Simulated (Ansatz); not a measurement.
# C2H6AlNO: two geometries relaxed

Aim: relax the geometries before and after the inversion of the pyramid at N1, and see whether they are two minima and how far apart in energy. SMILES of the start: N[CH]([AlH2])C=O.

Program: Ansatz 0.2.0. Level of theory: RKS PBE0-D4/def2-SVP. These are calculated values, not measurements.

**1. The system as given**

Bond lengths: N1–C2 1.423 Å, C2–Al3 1.981 Å, C2–C4 1.445 Å, C4–O5 1.279 Å, N1–H6 1.048 Å, N1–H7 1.094 Å, C2–H8 1.151 Å, Al3–H9 1.612 Å, Al3–H10 1.623 Å, C4–H11 1.061 Å. Angles (14 of 15 angles, heavy atoms first): N1–C2–Al3 108.3°, N1–C2–C4 115.1°, Al3–C2–C4 110.1°, C2–C4–O5 121.2°, N1–C2–H8 108.7°, Al3–C2–H8 105.8°, C4–C2–H8 108.4°, C2–N1–H6 112.5°, C2–N1–H7 107.6°, C2–Al3–H9 121.5°, C2–Al3–H10 120.5°, C2–C4–H11 125.3°, O5–C4–H11 113.2°, H6–N1–H7 103.0°.

As a file:

```xyz
11

N    -0.2973    1.3086    0.6535
C     0.1917    0.3479   -0.2757
Al    1.2324   -1.0101    0.7221
C    -0.8202   -0.2962   -1.0810
O    -1.8124   -0.8977   -0.5430
H    -1.0524    0.9220    1.2697
H    -0.8172    2.0850    0.0848
H     0.9429    0.8630   -0.9793
H     0.5592   -1.8974    1.8872
H     2.8139   -1.2199    0.4224
H    -0.8753   -0.2624   -2.1401
```

**2. Relaxing end A**

File input.yaml:

```yaml
crystal:
  periodic: [false, false, false]
  atoms:
    - { symbol: "N", position_ang: [-0.2973, 1.3086, 0.6535] }
    - { symbol: C, position_ang: [0.1917, 0.3479, -0.2757] }
    - { symbol: Al, position_ang: [1.2324, -1.0101, 0.7221] }
    - { symbol: C, position_ang: [-0.8202, -0.2962, -1.081] }
    - { symbol: O, position_ang: [-1.8124, -0.8977, -0.543] }
    - { symbol: H, position_ang: [-1.0524, 0.922, 1.2697] }
    - { symbol: H, position_ang: [-0.8172, 2.085, 0.0848] }
    - { symbol: H, position_ang: [0.9429, 0.863, -0.9793] }
    - { symbol: H, position_ang: [0.5592, -1.8974, 1.8872] }
    - { symbol: H, position_ang: [2.8139, -1.2199, 0.4224] }
    - { symbol: H, position_ang: [-0.8753, -0.2624, -2.1401] }
basis:
  gaussian: { orbitals: def2-SVP }
hamiltonian:
  xc: pbe0
  dispersion: d4
relax:
  f_tol: 0.015
  max_steps: 40
output:
  orbitals: {}
```

The run is started by

```console
ansatz run input.yaml --threads 2 --pin off --max-ram 3072MiB --backend cpu --events-out ev --progress --plain --runs-dir out
```

What it wrote (excerpt; [...] marks lines left out):

```text
Warning: RAYON_NUM_THREADS=2 ignored (pool sized by the plan → 2); use --threads N
[...]
Functional definition: PBE0
[...]
1135 factors; integrals over basis functions are off by at most 3.5e-4 eV
[...]
mean field -12287.99194894 eV, -451.5753750236 hartree, gradient 3.1e-5 eV, S^2 0.000000; 0 other end points of the search recorded, 0 dependent functions left out
[...]
reference -12287.99197927 eV, -451.5753761379 hartree; 23, 23 occupied and 81, 81 virtual orbitals, 1135 factors
relax step   1: F+E_penalty+E_count = -12288.17570261 eV  Δ(F+E_penalty+E_count) = +0.000e0 eV  max|allowed force component| = 4.867e0 eV/Å  Δτ_max = 0.0000 Å  (28 SCF iters, accepted)
[...]
relax step   3: F+E_penalty+E_count = -12288.77553035 eV  Δ(F+E_penalty+E_count) = -1.190e-1 eV  max|allowed force component| = 1.808e0 eV/Å  Δτ_max = 0.1996 Å  (36 SCF iters, accepted)
[...]
relax step   5: F+E_penalty+E_count = -12289.20788708 eV  Δ(F+E_penalty+E_count) = -2.048e-1 eV  max|allowed force component| = 1.080e0 eV/Å  Δτ_max = 0.1955 Å  (31 SCF iters, accepted)
[...]
relax step   7: F+E_penalty+E_count = -12289.59168580 eV  Δ(F+E_penalty+E_count) = -1.661e-1 eV  max|allowed force component| = 8.516e-1 eV/Å  Δτ_max = 0.1952 Å  (29 SCF iters, accepted)
[...]
relax step   9: F+E_penalty+E_count = -12289.73046230 eV  Δ(F+E_penalty+E_count) = -3.959e-2 eV  max|allowed force component| = 6.316e-1 eV/Å  Δτ_max = 0.1951 Å  (31 SCF iters, accepted)
[...]
relax step  10: F+E_penalty+E_count = -12289.76096582 eV  Δ(F+E_penalty+E_count) = -3.050e-2 eV  max|allowed force component| = 3.811e-1 eV/Å  Δτ_max = 0.0583 Å  (29 SCF iters, accepted)
[...]
1135 factors; integrals over basis functions are off by at most 5.4e-4 eV
```

**3. The log goes on: end point A relaxed**

Output, continued (excerpt; [...] marks lines left out):

```text
mean field -12289.59680502 eV, -451.6343523966 hartree, gradient 9.7e-6 eV, S^2 0.000000; 0 other end points of the search recorded, 0 dependent functions left out
[...]
reference -12289.59683419 eV, -451.6343534685 hartree; 23, 23 occupied and 81, 81 virtual orbitals, 1135 factors
relax step  11: F+E_penalty+E_count = -12289.78478385 eV  Δ(F+E_penalty+E_count) = -2.382e-2 eV  max|allowed force component| = 2.448e-1 eV/Å  Δτ_max = 0.1148 Å  (30 SCF iters, accepted)
[...]
relax step  16: F+E_penalty+E_count = -12289.79771995 eV  Δ(F+E_penalty+E_count) = -2.729e-4 eV  max|allowed force component| = 1.999e-2 eV/Å  Δτ_max = 0.0065 Å  (26 SCF iters, accepted)
[...]
relax step  17: F+E_penalty+E_count = -12289.79776989 eV  Δ(F+E_penalty+E_count) = -4.994e-5 eV  max|allowed force component| = 6.276e-3 eV/Å  Δτ_max = 0.0054 Å  (25 SCF iters, accepted)
[...]
Atom 1 at     0.158487     0.229243    -0.637282 Å, force    -0.005676     0.001838     0.001375 eV/Å
Atom 2 at     1.137662    -0.713039     0.857123 Å, force     0.003363     0.001111     0.001600 eV/Å
Atom 3 at    -1.064565    -0.362417    -1.143950 Å, force    -0.002835    -0.002264    -0.006017 eV/Å
Atom 4 at    -2.091050    -0.423342    -0.490029 Å, force     0.006276     0.001843     0.003819 eV/Å
Atom 5 at    -1.064694     0.736077     0.907568 Å, force     0.003985     0.000365    -0.002810 eV/Å
Atom 6 at     0.201374     1.835926     0.761922 Å, force    -0.001980    -0.004843     0.003637 eV/Å
Atom 7 at     0.781430     0.797943    -1.335414 Å, force    -0.000169    -0.003905    -0.001109 eV/Å
Atom 8 at     0.425760    -1.953008     1.532365 Å, force    -0.001577    -0.000043    -0.001255 eV/Å
Atom 9 at     2.646100    -0.258493     1.042065 Å, force    -0.000257     0.000456     0.000948 eV/Å
Atom 10 at    -1.002185    -0.801401    -2.168400 Å, force     0.000240     0.000986     0.000490 eV/Å
Dipole moment:     0.269407     0.581024    -0.133895 e Å
```

Wall time 53 s (2 threads of Arm Neoverse V1, shared host); peak memory 0.21 GiB.

The steps of the relaxation:

| step | energy from step 1 (eV) | largest force component (eV/Å) |
| --- | --- | --- |
| 1 | 0.0000 | 4.8672 |
| 2 | -0.4808 | 2.2439 |
| 3 | -0.5998 | 1.8081 |
| 4 | -0.8274 | 0.8849 |
| 5 | -1.0322 | 1.0802 |
| 6 | -1.2499 | 1.3827 |
| 7 | -1.4160 | 0.8516 |
| 8 | -1.5152 | 0.3255 |
| 9 | -1.5548 | 0.6316 |
| 10 | -1.5853 | 0.3811 |
| 11 | -1.6091 | 0.2448 |
| 12 | -1.6160 | 0.1159 |
| 13 | -1.6198 | 0.0661 |
| 14 | -1.6217 | 0.0610 |
| 15x | -1.6215 | 0.0585 |
| 16 | -1.6220 | 0.0200 |
| 17 | -1.6221 | 0.0063 |

Step 1 is the start. 1 step was tried and not accepted (marked x).

After: Bond lengths: N1–C2 1.488 Å, N1–Al3 1.982 Å, C2–Al3 2.020 Å, C2–C4 1.450 Å, C4–O5 1.219 Å, N1–H6 1.031 Å, N1–H7 1.018 Å, C2–H8 1.095 Å, Al3–H9 1.581 Å, Al3–H10 1.586 Å, C4–H11 1.116 Å. Angles (14 of 21 angles, heavy atoms first): N1–C2–Al3 66.8°, N1–C2–C4 111.0°, Al3–C2–C4 118.5°, C2–N1–Al3 69.5°, N1–Al3–C2 43.7°, C2–C4–O5 122.9°, N1–C2–H8 115.9°, Al3–C2–H8 116.0°, C4–C2–H8 118.0°, C2–N1–H6 106.3°, C2–N1–H7 115.2°, Al3–N1–H6 118.7°, Al3–N1–H7 126.8°, N1–Al3–H9 112.5°.

Pairs that crossed the distance rule for bonds on the way: came closer N1–Al3.

**4. Relaxing end B**

The second end starts from a geometry with the move made by hand.

input.yaml, as its differences from that of step 2:

```diff
@@ -8,4 +8,4 @@
     - { symbol: O, position_ang: [-1.8124, -0.8977, -0.543] }
-    - { symbol: H, position_ang: [-1.0524, 0.922, 1.2697] }
-    - { symbol: H, position_ang: [-0.8172, 2.085, 0.0848] }
+    - { symbol: H, position_ang: [-0.15075, 1.01404, 1.64904] }
+    - { symbol: H, position_ang: [0.32798, 2.2019, 0.56659] }
     - { symbol: H, position_ang: [0.9429, 0.863, -0.9793] }
```

The run is started by

```console
ansatz run input.yaml --threads 2 --pin off --max-ram 3072MiB --backend cpu --events-out ev --progress --plain --runs-dir out
```

What it wrote (excerpt; [...] marks lines left out):

```text
Warning: RAYON_NUM_THREADS=2 ignored (pool sized by the plan → 2); use --threads N
[...]
[... 1 set-up line as earlier in the session ...]
[...]
1134 factors; integrals over basis functions are off by at most 3.5e-4 eV
[...]
mean field -12287.65246921 eV, -451.5628993734 hartree, gradient 8.5e-5 eV, S^2 0.000000; 0 other end points of the search recorded, 0 dependent functions left out
[...]
reference -12287.65249885 eV, -451.5629004628 hartree; 23, 23 occupied and 81, 81 virtual orbitals, 1134 factors
relax step   1: F+E_penalty+E_count = -12287.83533318 eV  Δ(F+E_penalty+E_count) = +0.000e0 eV  max|allowed force component| = 5.226e0 eV/Å  Δτ_max = 0.0000 Å  (28 SCF iters, accepted)
[...]
relax step   4: F+E_penalty+E_count = -12288.62476806 eV  Δ(F+E_penalty+E_count) = -1.780e-1 eV  max|allowed force component| = 7.615e-1 eV/Å  Δτ_max = 0.1999 Å  (31 SCF iters, accepted)
[...]
relax step   7: F+E_penalty+E_count = -12288.89156229 eV  Δ(F+E_penalty+E_count) = -1.158e-1 eV  max|allowed force component| = 7.761e-1 eV/Å  Δτ_max = 0.1955 Å  (31 SCF iters, accepted)
[...]
relax step  10: F+E_penalty+E_count = -12289.52887563 eV  Δ(F+E_penalty+E_count) = -1.557e-1 eV  max|allowed force component| = 2.266e0 eV/Å  Δτ_max = 0.1950 Å  (31 SCF iters, accepted)
[...]
relax step  11: F+E_penalty+E_count = -12289.75643086 eV  Δ(F+E_penalty+E_count) = -2.276e-1 eV  max|allowed force component| = 5.185e-1 eV/Å  Δτ_max = 0.2000 Å  (30 SCF iters, accepted)
[...]
relax step  12: F+E_penalty+E_count = -12289.78489462 eV  Δ(F+E_penalty+E_count) = -2.846e-2 eV  max|allowed force component| = 2.780e-1 eV/Å  Δτ_max = 0.0976 Å  (29 SCF iters, accepted)
[...]
1134 factors; integrals over basis functions are off by at most 5.2e-4 eV
[...]
mean field -12289.60276355 eV, -451.6345713685 hartree, gradient 1.8e-5 eV, S^2 0.000000; 0 other end points of the search recorded, 0 dependent functions left out
[...]
reference -12289.60279214 eV, -451.6345724190 hartree; 23, 23 occupied and 81, 81 virtual orbitals, 1134 factors
```

**5. More of the same log: end point B relaxed**

The log, continued (excerpt; [...] marks lines left out):

```text
relax step  13: F+E_penalty+E_count = -12289.79224825 eV  Δ(F+E_penalty+E_count) = -7.354e-3 eV  max|allowed force component| = 2.557e-1 eV/Å  Δτ_max = 0.0594 Å  (30 SCF iters, accepted)
[...]
relax step  19: F+E_penalty+E_count = -12289.79776609 eV  Δ(F+E_penalty+E_count) = -2.115e-5 eV  max|allowed force component| = 2.232e-2 eV/Å  Δτ_max = 0.0057 Å  (22 SCF iters, accepted)
[...]
relax step  20: F+E_penalty+E_count = -12289.79777306 eV  Δ(F+E_penalty+E_count) = -6.972e-6 eV  max|allowed force component| = 1.433e-2 eV/Å  Δτ_max = 0.0018 Å  (23 SCF iters, accepted)
1134 factors; integrals over basis functions are off by at most 5.2e-4 eV
[...]
mean field -12289.60844665 eV, -451.6347802188 hartree, gradient 1.9e-5 eV, S^2 0.000000; 1 other end points of the search recorded, 0 dependent functions left out
[...]
Atom 1 at     0.308197     0.250119    -0.566357 Å, force    -0.002585    -0.005886     0.006388 eV/Å
Atom 2 at     1.326269    -0.813166     0.816994 Å, force    -0.001827    -0.000759     0.003902 eV/Å
Atom 3 at    -1.003390    -0.217666    -0.970484 Å, force    -0.004098     0.014329    -0.005295 eV/Å
Atom 4 at    -1.968924    -0.203094    -0.227137 Å, force     0.002805    -0.005946     0.001334 eV/Å
Atom 5 at    -0.722791     0.822869     1.091365 Å, force    -0.003110    -0.000410    -0.002805 eV/Å
Atom 6 at     0.619504     1.809964     0.852452 Å, force     0.000115     0.000673     0.000497 eV/Å
Atom 7 at     0.916724     0.777661    -1.307983 Å, force    -0.000474     0.002261    -0.001578 eV/Å
Atom 8 at     0.566703    -2.001808     1.531538 Å, force    -0.001066    -0.000431    -0.001432 eV/Å
Atom 9 at     2.879985    -0.499464     0.874767 Å, force     0.001387     0.001503    -0.000822 eV/Å
Atom 10 at    -1.072801    -0.632498    -2.004419 Å, force     0.000609    -0.004945     0.001476 eV/Å
Dipole moment:     0.308365     0.557757    -0.148194 e Å
```

Run time: 60 s. Hardware: 2 threads of Arm Neoverse V1, shared host; peak memory 0.2 GiB.

Step by step:

```
step  energy from step 1 (eV)  largest force component (eV/Å)
   1                   0.0000                          5.2260
   2                  -0.4635                          3.1160
   3                  -0.6114                          1.9812
   4                  -0.7894                          0.7615
   5                  -0.8407                          1.0168
   6                  -0.9405                          0.7601
   7                  -1.0562                          0.7761
   8                  -1.2411                          1.8174
   9                  -1.5378                          1.8541
  10                  -1.6935                          2.2658
  11                  -1.9211                          0.5185
  12                  -1.9496                          0.2780
  13                  -1.9569                          0.2557
  14                  -1.9600                          0.1427
  15                  -1.9618                          0.0693
  16                  -1.9621                          0.0183
  17                  -1.9623                          0.0222
  18                  -1.9624                          0.0194
  19                  -1.9624                          0.0223
  20                  -1.9624                          0.0143
```

Step 1 is the start.

After: Bond lengths: N1–C2 1.488 Å, N1–Al3 1.982 Å, C2–Al3 2.020 Å, C2–C4 1.450 Å, C4–O5 1.219 Å, N1–H6 1.031 Å, N1–H7 1.018 Å, C2–H8 1.095 Å, Al3–H9 1.581 Å, Al3–H10 1.586 Å, C4–H11 1.116 Å. Angles (14 of 21 angles, heavy atoms first): N1–C2–Al3 66.8°, N1–C2–C4 111.0°, Al3–C2–C4 118.5°, C2–N1–Al3 69.5°, N1–Al3–C2 43.7°, C2–C4–O5 122.9°, N1–C2–H8 116.0°, Al3–C2–H8 115.9°, C4–C2–H8 118.0°, C2–N1–H6 106.3°, C2–N1–H7 115.3°, Al3–N1–H6 118.7°, Al3–N1–H7 126.8°, N1–Al3–H9 112.5°.

Pairs that crossed the distance rule for bonds on the way: came closer N1–Al3.

**6. Results**

| quantity | value |
| --- | --- |
| end A | 15 moves, 1.622 eV lower |
| end B | 19 moves, 1.962 eV lower |
| largest difference between the ends | 0.00 Å |
| end B relative to end A | -0.000 eV |

What this shows: The two relaxations end at one structure, within 0.00 Å: no second minimum was found from this start, which doesn't rule one out.
